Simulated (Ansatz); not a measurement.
Task: Wannier functions of the valence bands of MgS, space group F-43m, with the Ansatz DFT code, driven from Python. Give the script and its output. Settings: r2SCAN, PAW, cutoff 381 eV, 4×4×4 k-points, fixed occupations, D3BJATM dispersion.

```
Mg S
1.0
     0.00000    2.83312    2.83312
     2.83312    0.00000    2.83312
     2.83312    2.83312    0.00000
Mg S
1 1
Direct
  0.00000 0.00000 0.00000
  0.75000 0.75000 0.75000
```

`wannier_mgs.py`
```python
"""Localising the top valence bands of MgS."""

from pathlib import Path

import ansatz as az
import tomllib

XC = "r2SCAN"
DISPERSION = "d3bjatm"
K_DENSITY = 1.9
MIXING_BETA = 0.1
OCCUPATIONS = "fixed"


def main() -> None:
    system = (
        az.Lattice.fcc(5.66624009)
        .space_group(216)
        .atom("Mg", (0.0, 0.0, 0.0))
        .atom("S", (0.25, 0.25, 0.25))
        .primitive()
    )

    calculation = (
        system.calculation()
        .functional(XC, dispersion=DISPERSION)
        .kpoints(density=K_DENSITY)
        .accuracy("low")
        .basis(14 * az.Ha)
        .mixing("msr1", beta=MIXING_BETA)
        .occupations(OCCUPATIONS)
        .wannier(mesh=(4, 4, 4), projections=[az.TrialShell("S", "p")], minimise=True)
    )
    out = calculation.run(runs_dir="w90")
    spreads = tomllib.loads(Path(out.output_folder, "results", "wannier.spreads.toml").read_text())
    print("converged:", spreads["converged"], "in", spreads["n_iter"], "steps; least projectability", round(spreads["least_projectability"], 3))
    print("invariant, diagonal, off-diagonal spread (A^2):", *(round(spreads[k], 4) for k in ("omega_i_ang2", "omega_d_ang2", "omega_od_ang2")))
    for function in spreads["wannier"]:
        print("centre", [round(v, 3) for v in function["r"]], "spread", round(function["spread"], 4))


if __name__ == "__main__":
    main()
```

```console
$ python wannier_mgs.py
DeckWarning: basis.ecutwfc = 380.959407443832 eV is below the records' recommended 500 eV, and the density's cutoff is lower with it unless basis.ecutrho_ratio is high enough to keep the records' density cutoff: compare with a run at a higher cutoff
converged: True in 25 steps; least projectability 0.913
invariant, diagonal, off-diagonal spread (A^2): 5.0954 0.0001 0.0579
centre [1.349, 1.381, 1.381] spread 1.7178
centre [1.452, 1.381, 1.485] spread 1.7178
centre [1.452, 1.485, 1.381] spread 1.7178
```
(Warnings from the package without file and line.)

The settings weren't tested for convergence. The cutoff lies under the one recommended for these potentials. Energy and stress may still move on a finer k-point mesh. The structure comes from a database of computed cells and needn't be a stable or known phase. Run time: 2.1 s on 1 thread of Arm Neoverse V2 (shared host), peak memory 0.34 GiB.

(Lines on the test bed's own set-up are left out of the output.)
